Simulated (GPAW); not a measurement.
Crystal: NbSi.

```
Nb Si
1.0
     0.00000    2.57383    2.57383
     2.57383    0.00000    2.57383
     2.57383    2.57383    0.00000
Nb Si
1 1
Direct
  0.00000 0.00000 0.00000
  0.50000 0.50000 0.50000
```

The cell was built by a generator and needn't be a form met in nature.

Base run:

| Item | Value |
| --- | --- |
| Program | GPAW 26.7.0 |
| Functional | r2SCAN |
| Potentials or basis | GPAW PAW data sets (gpaw-data 1.2.1) |
| Cutoff | 600 eV |
| Basis | pw |
| k mesh | 9 × 9 × 9 |
| Occupations | fermi-dirac, width 0.05 eV |
| Spin | no spin polarisation |
| Hubbard terms | Nb d U = 4 eV |

Its results: pressure 3.2 GPa.

**Question.** After a change of settings the same cell gave: pressure 0.9 GPa. Which change was it?
A. hubbard terms from Nb d U = 4 eV to Nb d U = 2 eV
B. hubbard terms from Nb d U = 4 eV to Nb d U = 5 eV
C. hubbard terms from Nb d U = 4 eV to none

**Answer.** A.

Caveats: the PAW data sets were made with another functional, which shifts forces and pressure a little; U without spin polarisation on a metal has little footing; the U is typed as a test and isn't derived for this compound.
